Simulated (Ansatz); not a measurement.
# WSe2 (CdI2 type): response to moved atoms and strain

How does WSe2 (CdI2 type) push back when it is distorted? Each run changes the relaxed cell in one way. The start comes from a prototype table, not from a measured structure.

Method: DFT PBEsol, scalar-relativistic, plane waves, PAW, in Ansatz 0.2.0.

4 further runs of the same task are left out: 1 that didn't finish, 3 set aside as unsound or not needed.

## Step 1: Starting point

The structure is trigonal, space group P-3m1 (No. 164). Conventional cell: a = 3.244 Å, b = 3.244 Å, c = 6.713 Å, α = 90.00°, β = 90.00°, γ = 120.00°. W (site symmetry -3m) is surrounded by 6 Se at 2.54 Å. Se (site symmetry 3m) is surrounded by 3 W at 2.54 Å.

As a file:

```cif
data_structure
_symmetry_space_group_name_H-M 'P-3m1'
_symmetry_Int_Tables_number 164
_cell_length_a 3.2439
_cell_length_b 3.2439
_cell_length_c 6.7130
_cell_angle_alpha 90.000
_cell_angle_beta 90.000
_cell_angle_gamma 120.000
_cell_volume 61.18
loop_
_atom_site_label
_atom_site_type_symbol
_atom_site_symmetry_multiplicity
_atom_site_Wyckoff_symbol
_atom_site_fract_x
_atom_site_fract_y
_atom_site_fract_z
_atom_site_occupancy
W1 W 1 a 0.00000 0.00000 0.00000 1
Se1 Se 2 d 0.33333 0.66667 0.25581 1
```

An earlier run at PBEsol left this cell at 20.392 Å³/atom and -0.01 GPa (12×12×6 mesh).

The changes: atom 1 (W) moved 0.2 Å along y; strain e1 = -0.02, atoms carried along.

## Step 2: Atom 1 (W) moved 0.2 Å along y

Contents of input.yaml:

```yaml
crystal:
  lattice:
    - [3.2439213693, 0.0, 0.0]
    - [-1.6219606846, 2.8093183137, 0.0]
    - [0.0, 0.0, 6.7129917885]
  atoms:
    - { symbol: W, position: [0.0355958239, 0.0711916478, 0.0], spin: 0.05 }
    - { symbol: Se, position: [0.3333333333, 0.6666666667, 0.2558118342] }
    - { symbol: Se, position: [0.6666666667, 0.3333333333, 0.7441881658] }
basis:
  ecutwfc: 420
  ecutrho_ratio: 4
kpoints:
  mp_grid: { grid: [12, 12, 6] }
hamiltonian:
  xc: pbesol
scf:
  occupations: { method: gaussian, width: 0.05 }
  lower_state_search: "off"
output:
  forces: true
  stress: true
  eigenvalues: true
  populations: true
magnetization:
  spin_polarized: true
checkpoint:
  read: start.run
  write: ck
  compress: false
  write_wavefunctions: false
  write_every: 100000
```

start.run holds the converged state of the cell before the atoms were moved.

After this run come: Strain e1 = -0.02, atoms carried along.

What does the calculation give? Wanted: for each run, change; change of free energy; largest force; largest change of stress.

The runs gave:

| change | change of free energy (meV/atom) | largest force (eV/Å) | largest change of stress (GPa) |
| --- | --- | --- | --- |
| atom 1 (W) moved 0.2 Å along y | 64.76 | 2.067 | 2.74 |
| strain e1 = -0.02, atoms carried along | 6.36 | 0.262 | 5.16 |

Moving atom 1 by 0.20 Å meets a restoring force of 2.065 eV/Å along the move, a force constant of about 10.3 eV/Å². The strain e1 = -0.02 changes that stress component by +5.16 GPa (compression positive), a ratio of 258 GPa; that is a secant over a finite strain with the atoms carried along, not the elastic constant. No change lowers the energy by more than 0.5 meV/atom; other distortions weren't tried. Spin–orbit coupling is left out, though the cell holds W; in elements this heavy it can shift levels and gaps by tenths of an eV. A run loses the moments it was seeded with; other starts can end magnetic. No dispersion term is included, so distances between weakly bound layers or units are the least certain numbers.
